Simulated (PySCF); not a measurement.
# F4Si: the cost of one run

Computed with PySCF 2.14.0, with density-fitted response routines of our own, on a single molecule in the gas phase. Atoms are numbered from 0 throughout.

**1. The molecule as given**

5 atoms, charge 0, multiplicity 1; geometry from: GFN2-xTB.

Bonds of the start (Å): F0–Si1 1.57, Si1–F2 1.57, Si1–F3 1.57, Si1–F4 1.57.

**2. Optimising the geometry at PBE0-D3(BJ)/def2-SVP**

The job: settings as JSON, then the geometry in Å.

```
{"job": {"xc": "PBE0", "basis": "def2-SVP", "d3": "d3bj", "grid": 1, "kind": "geom"}, "charge": 0, "multiplicity": 1}
F     -1.255315    -0.027624    -0.936782
Si     0.001791     0.000633    -0.003484
F      1.290189    -0.257562    -0.855321
F      0.106931     1.400791     0.689878
F     -0.134973    -1.113384     1.088524
```

Launch:

```console
OMP_NUM_THREADS=1 python probes_run.py task.json out
```

This one command runs all jobs of the session in turn.

Q: Estimate the wall time and peak memory of this first job on 1 thread of Intel Xeon Platinum 8375C at 2.90GHz, shared host.

About 8.1 s, with a peak of 0.32 GiB.
